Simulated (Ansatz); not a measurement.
**C₆H₁₆F₂N₂Sn: small, medium and large basis sets**

The task here is to estimate one member of a computed series from the others.

Computed with Ansatz 0.2.0, Gaussian basis. Level: one geometry, several basis sets.

Levels to be run: PBE0-D4/def2-SVP; ωB97M-V/def2-SVP; PBE0-D4/def2-QZVPP; ωB97M-V/def2-QZVPP; the functionals' def2-TZVPP values are taken from earlier runs.

### Structure used throughout

An earlier PBE0-D4 in a triple-zeta def2 set relaxation fixed the geometry. Sn takes the def2 core potential; no spin-orbit term is included.

SMILES `CC(C)[NH][Sn]([F])([F])[NH]C(C)C`, 27 atoms, charge 0, spin multiplicity 1.

Atoms are counted from 1 here; the program's logs count them from 0.

Bond lengths: C1–C2 1.517 Å, C1–H12 1.092 Å, C1–H13 1.096 Å, C1–H14 1.093 Å, C2–C3 1.519 Å, C2–N4 1.460 Å, C2–H15 1.102 Å, C3–H16 1.093 Å, C3–H17 1.093 Å, C3–H18 1.093 Å, N4–Sn5 1.984 Å, N4–H19 1.011 Å, Sn5–F6 1.920 Å, Sn5–F7 1.911 Å, Sn5–N8 1.996 Å, N8–C9 1.462 Å, N8–H20 1.013 Å, C9–C10 1.517 Å and more. Angles: C2–C1–H12 110.7°, C2–C1–H13 111.6°, C2–C1–H14 110.3°, H12–C1–H13 107.0°, H12–C1–H14 108.6°, H13–C1–H14 108.6°, C1–C2–C3 111.4°, C1–C2–N4 109.6°, C1–C2–H15 108.0°, C3–C2–N4 108.7°, C3–C2–H15 107.9°, N4–C2–H15 111.3°, C2–C3–H16 110.2°, C2–C3–H17 111.1°, C2–C3–H18 110.7°, H16–C3–H17 108.2°, H16–C3–H18 108.8°, H17–C3–H18 107.8° and more.

Geometry (Å):

```
atom    x (Å)    y (Å)    z (Å)
  C1  -0.9693  -2.1529  -0.3717
  C2  -1.7664  -1.1379   0.4253
  C3  -3.1113  -1.7015   0.8516
  N4  -1.9941   0.0533  -0.3871
 Sn5  -0.5725   0.9155  -1.4690
  F6  -1.1158   2.7571  -1.5030
  F7  -0.6966   0.3301  -3.2840
  N8   1.3743   0.6716  -1.1018
  C9   2.0615   1.4389  -0.0647
 C10   1.2265   1.4491   1.2014
 C11   3.4263   0.8179   0.1811
 H12  -0.8191  -3.0657   0.2078
 H13   0.0246  -1.7707  -0.6309
 H14  -1.4962  -2.4091  -1.2946
 H15  -1.1960  -0.8979   1.3368
 H16  -3.6960  -1.9871  -0.0261
 H17  -3.6854  -0.9636   1.4184
 H18  -2.9775  -2.5801   1.4872
 H19  -2.5937   0.7319   0.0635
 H20   1.9024   0.6398  -1.9655
 H21   2.2120   2.4831  -0.3765
 H22   0.2679   1.9596   1.0509
 H23   1.0297   0.4274   1.5385
 H24   1.7437   1.9818   2.0012
 H25   4.0204   0.8027  -0.7362
 H26   3.9821   1.3879   0.9295
 H27   3.3168  -0.2114   0.5316
```

The first run:

Input file in.yaml:

```yaml
crystal:
  periodic: [false, false, false]
  atoms:
    - {symbol: C, position_ang: [-0.969306, -2.152918, -0.371725]}
    - {symbol: C, position_ang: [-1.766440, -1.137888, 0.425319]}
    - {symbol: C, position_ang: [-3.111343, -1.701544, 0.851593]}
    - {symbol: N, position_ang: [-1.994130, 0.053346, -0.387137]}
    - {symbol: Sn, position_ang: [-0.572499, 0.915549, -1.469036]}
    - {symbol: F, position_ang: [-1.115835, 2.757074, -1.503041]}
    - {symbol: F, position_ang: [-0.696572, 0.330113, -3.283987]}
    - {symbol: N, position_ang: [1.374264, 0.671565, -1.101848]}
    - {symbol: C, position_ang: [2.061492, 1.438898, -0.064734]}
    - {symbol: C, position_ang: [1.226539, 1.449089, 1.201429]}
    - {symbol: C, position_ang: [3.426254, 0.817864, 0.181089]}
    - {symbol: H, position_ang: [-0.819094, -3.065721, 0.207791]}
    - {symbol: H, position_ang: [0.024629, -1.770670, -0.630878]}
    - {symbol: H, position_ang: [-1.496197, -2.409130, -1.294616]}
    - {symbol: H, position_ang: [-1.195972, -0.897854, 1.336832]}
    - {symbol: H, position_ang: [-3.695954, -1.987119, -0.026107]}
    - {symbol: H, position_ang: [-3.685407, -0.963552, 1.418364]}
    - {symbol: H, position_ang: [-2.977498, -2.580146, 1.487248]}
    - {symbol: H, position_ang: [-2.593723, 0.731915, 0.063471]}
    - {symbol: H, position_ang: [1.902369, 0.639762, -1.965529]}
    - {symbol: H, position_ang: [2.212014, 2.483107, -0.376479]}
    - {symbol: H, position_ang: [0.267921, 1.959606, 1.050869]}
    - {symbol: H, position_ang: [1.029746, 0.427356, 1.538487]}
    - {symbol: H, position_ang: [1.743741, 1.981751, 2.001230]}
    - {symbol: H, position_ang: [4.020406, 0.802748, -0.736227]}
    - {symbol: H, position_ang: [3.982089, 1.387924, 0.929491]}
    - {symbol: H, position_ang: [3.316803, -0.211424, 0.531633]}
basis:
  gaussian: {orbitals: def2-SVP}
hamiltonian: {xc: pbe0, dispersion: d4}
output: {orbitals: {seedname: orbitals}}
```

On the command line:

```bash
$ ansatz run in.yaml --threads 11 --pin off --events-out ev --progress --plain --max-ram 120832MiB --backend cpu
```

Steps of the session up to this table: PBE0-D4 in def2-SVP; ωB97M-V in def2-SVP; PBE0-D4 in def2-QZVPP; ωB97M-V in def2-QZVPP.

One of the session's tables, all rows but one given; the rest of the session is left out.

| functional | basis | HOMO (eV) |
| --- | --- | --- |
| PBE0-D4 | def2-SVP | -7.07 |
| PBE0-D4 | def2-TZVPP | -7.20 |
| PBE0-D4 | def2-QZVPP | -7.22 |
| ωB97M-V | def2-SVP | -9.41 |
| ωB97M-V | def2-TZVPP | -9.55 |
| ωB97M-V | def2-QZVPP | ? |

**Question.** Estimate the row for ωB97M-V, def2-QZVPP.

As computed: HOMO (eV): -9.57. In the column «HOMO (eV)» it is the lowest.
